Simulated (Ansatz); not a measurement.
**C4H10Cl2GaN: one species, many methods**

The task here is to estimate one member of a computed series from the others.

Program: Ansatz 0.2.0, Gaussian basis. Level of theory: functionals in def2-TZVPP, the program's frozen cores in correlated methods. These are calculated values, not measurements.

Levels to be run: LDA (SPW92), PBE-D4, revPBE-D4, BLYP-D4, r2SCAN-D4, B97M-V, PBE0-D4, B3LYP-D4, r2SCANh-D4, r2SCAN0-D4, HSE06-D4, BHLYP-D4, CAM-B3LYP-D4, LC-ωPBE, ωB97X-V, ωB97M-V, B2PLYP, PBE-QIDH; CCSD(T)/def2-SVP; CCSD(T)/def2-TZVPP; MP2/def2-QZVPP; extrapolation to the limit; RPA on PBE.

### The relaxed structure

The geometry comes from an earlier relaxation with PBE0-D4 in a triple-zeta def2 set; it is a stationary point, not always the lowest conformer.

SMILES `CC[N](CC)[Ga]([Cl])[Cl]`, 18 atoms, charge 0, spin multiplicity 1.

Atoms are counted from 1 here; the program's logs count them from 0.

Bond lengths: C1–C2 1.520 Å, C1–H9 1.092 Å, C1–H10 1.093 Å, C1–H11 1.093 Å, C2–N3 1.452 Å, C2–H12 1.094 Å, C2–H13 1.097 Å, N3–C4 1.452 Å, N3–Ga6 1.797 Å, C4–C5 1.520 Å, C4–H14 1.097 Å, C4–H15 1.094 Å, C5–H16 1.093 Å, C5–H17 1.093 Å, C5–H18 1.092 Å, Ga6–Cl7 2.129 Å, Ga6–Cl8 2.129 Å. Angles: C2–C1–H9 111.7°, C2–C1–H10 110.5°, C2–C1–H11 110.6°, H9–C1–H10 108.0°, H9–C1–H11 107.7°, H10–C1–H11 108.2°, C1–C2–N3 113.5°, C1–C2–H12 109.1°, C1–C2–H13 109.8°, N3–C2–H12 108.9°, N3–C2–H13 109.3°, H12–C2–H13 105.9°, C2–N3–C4 116.5°, C2–N3–Ga6 121.8°, C4–N3–Ga6 121.8°, N3–C4–C5 113.6°, N3–C4–H14 109.3°, N3–C4–H15 108.9° and more.

Set-up of the first run:

Input file in.yaml:

```yaml
crystal:
  periodic: [false, false, false]
  atoms:
    - {symbol: C, position_ang: [0.269025, -1.387548, -1.770385]}
    - {symbol: C, position_ang: [-0.140662, -0.016583, -1.256872]}
    - {symbol: N, position_ang: [0.388226, 0.291455, 0.059770]}
    - {symbol: C, position_ang: [-0.295113, -0.313235, 1.189138]}
    - {symbol: C, position_ang: [-1.586958, 0.393529, 1.566793]}
    - {symbol: Ga, position_ang: [1.811614, 1.366578, 0.279987]}
    - {symbol: Cl, position_ang: [2.589807, 1.751404, 2.223529]}
    - {symbol: Cl, position_ang: [2.751463, 2.280527, -1.397030]}
    - {symbol: H, position_ang: [-0.047013, -2.183405, -1.092364]}
    - {symbol: H, position_ang: [1.354532, -1.447239, -1.879129]}
    - {symbol: H, position_ang: [-0.183196, -1.582928, -2.746074]}
    - {symbol: H, position_ang: [0.199232, 0.746536, -1.962638]}
    - {symbol: H, position_ang: [-1.235109, 0.059420, -1.234838]}
    - {symbol: H, position_ang: [-0.500809, -1.367720, 0.966065]}
    - {symbol: H, position_ang: [0.377755, -0.314479, 2.051251]}
    - {symbol: H, position_ang: [-2.078294, -0.121694, 2.396126]}
    - {symbol: H, position_ang: [-1.384874, 1.421918, 1.875555]}
    - {symbol: H, position_ang: [-2.289636, 0.423445, 0.731124]}
basis:
  gaussian: {orbitals: def2-TZVPP}
hamiltonian: {xc: lda}
output: {orbitals: {seedname: orbitals}}
```

Run with:

```bash
> ansatz run in.yaml --threads 4 --pin off --events-out ev --progress --plain --max-ram 41984MiB --backend cuda --devices 0, --max-vram 37GiB
```

Among the steps run: LDA; PBE-D4 (GGA); revPBE-D4 (GGA); BLYP-D4 (GGA); r2SCAN-D4 (meta-GGA); B97M-V (meta-GGA); B3LYP-D4 (hybrid); r2SCANh-D4 (hybrid); r2SCAN0-D4 (hybrid); HSE06-D4 (hybrid); BHLYP-D4 (hybrid); CAM-B3LYP-D4 (range-separated); LC-ωPBE (range-separated); ωB97X-V (range-separated); ωB97M-V (range-separated); B2PLYP (double hybrid); PBE-QIDH (double hybrid).

One of the session's tables, all rows but one given; the rest of the session is left out.

It belongs to the step «Frontier levels by functional». 

| functional | HOMO (eV) | gap (eV) |
| --- | --- | --- |
| LDA (SPW92) | -5.76 | 3.62 |
| PBE-D4 | -5.57 | 3.73 |
| revPBE-D4 | -5.50 | 3.79 |
| BLYP-D4 | -5.45 | 3.67 |
| r2SCAN-D4 | -5.80 | 4.24 |
| B97M-V | -5.92 | 4.27 |
| PBE0-D4 | ? | ? |
| B3LYP-D4 | -6.61 | 5.40 |
| r2SCANh-D4 | -6.27 | 5.04 |
| r2SCAN0-D4 | -6.98 | 6.25 |
| HSE06-D4 | -6.41 | 5.15 |
| BHLYP-D4 | -8.00 | 8.04 |
| CAM-B3LYP-D4 | -8.18 | 8.28 |
| LC-ωPBE | -9.50 | 10.92 |
| ωB97X-V | -9.17 | 10.38 |
| ωB97M-V | -9.09 | 10.10 |

Estimate the missing values for PBE0-D4.

The run gave: HOMO (eV): -6.81; gap (eV): 5.92. In the column «HOMO (eV)» it lies between r2SCAN0-D4 (-6.98) and B3LYP-D4 (-6.61).
